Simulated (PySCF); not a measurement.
**HfBr₃⁺: structure of the singlet**

Aim: relax HfBr₃⁺ as a singlet from a hand-made T-shaped geometry, check by its vibrations whether the end is a minimum, and collect its spectrum and constants.

Method: PBE0, basis Hf def2-SVP with ECP60, Br def2-SVP, scalar-relativistic core potentials, no spin–orbit coupling, density fitting; program: PySCF 2.14.0.

## Step 1: The starting structure

4 atoms, charge 1, spin multiplicity 1.

Bond lengths: Hf1–Br2 2.607 Å, Hf1–Br3 2.607 Å, Hf1–Br4 2.607 Å. Angles: Br2–Hf1–Br3 88.0°, Br2–Hf1–Br4 88.0°, Br3–Hf1–Br4 176.0°.

```xyz
4
charge 1 multiplicity 1
Hf    0.0000    0.0000   -0.5282
Br    0.0000    0.0000    2.0786
Br    2.6052    0.0000   -0.4372
Br   -2.6052    0.0000   -0.4372
```

## Step 2: Relaxation: T-shaped start, singlet

The steps below are one call of a driver around PySCF. For each, scf.py gives the equivalent set-up of the SCF; relaxations use the driver's own optimiser. Before each start the driver seeks the lowest SCF state from one or more starting densities and follows internal instabilities, so scf.py alone need not reach the same state.

The program finds C2v symmetry in the start, which this walk keeps. The walk stops when the largest gradient is under 0.0003 Eh/bohr and the energy has settled too.

File scf.py:

```python
from pyscf import gto, scf, dft
mol = gto.M(atom='''
Hf     0.000000     0.000000    -0.528166
Br     0.000000     0.000000     2.078634
Br     2.605200    -0.000000    -0.437166
Br    -2.605200     0.000000    -0.437166''',
    basis={'Hf': 'def2-SVP', 'Br': 'def2-SVP'},
    ecp={'Hf': 'def2-SVP'},
    charge=1, spin=0)
mf = dft.RKS(mol, xc='PBE0')
mf.grids.atom_grid = (50, 194)
aux = {'Hf': 'def2-universal-JKFIT', 'Br': 'def2-universal-JKFIT'}
mf = mf.density_fit(auxbasis=aux)
mf.kernel()
```

Further steps of the session: Hessian and properties; Following the imaginary mode; Frequencies.

Q: Predict the outcome of this session. Wanted: minimum; geometry; wavenumbers; dipole moment; highest occupied, lowest empty level; polar-tensor charge of Hf1; zero-point energy.

**Answer**, as computed:

| quantity | value |
| --- | --- |
| minimum | singlet, C3v |
| geometry | Hf–Br 2.409 Å (×3); Br–Hf–Br 107.8° (×3) |
| wavenumbers (cm⁻¹) | 69 (a1), 75 (e), 280 (a1), 304 (e) |
| dipole moment (centre of mass) | 4.11 D |
| highest occupied, lowest empty level | -13.51, -8.70 eV |
| polar-tensor charge of Hf1 | +2.04 e |
| zero-point energy | 6.6 kJ/mol |
| entropy at 298.15 K | 376.4 J/(mol K) |

**Reading.** The T-shaped start (C2v) ends in a minimum of C3v symmetry. The strongest infrared band lies at 304 cm⁻¹ (e, stretch). Other starts or spin states, not run here, may lie lower. Modes under about 90 cm⁻¹ are uncertain by tens of cm⁻¹. The stability of the closed-shell solution was not tested. Spin–orbit coupling, left out here, can matter for elements this heavy.
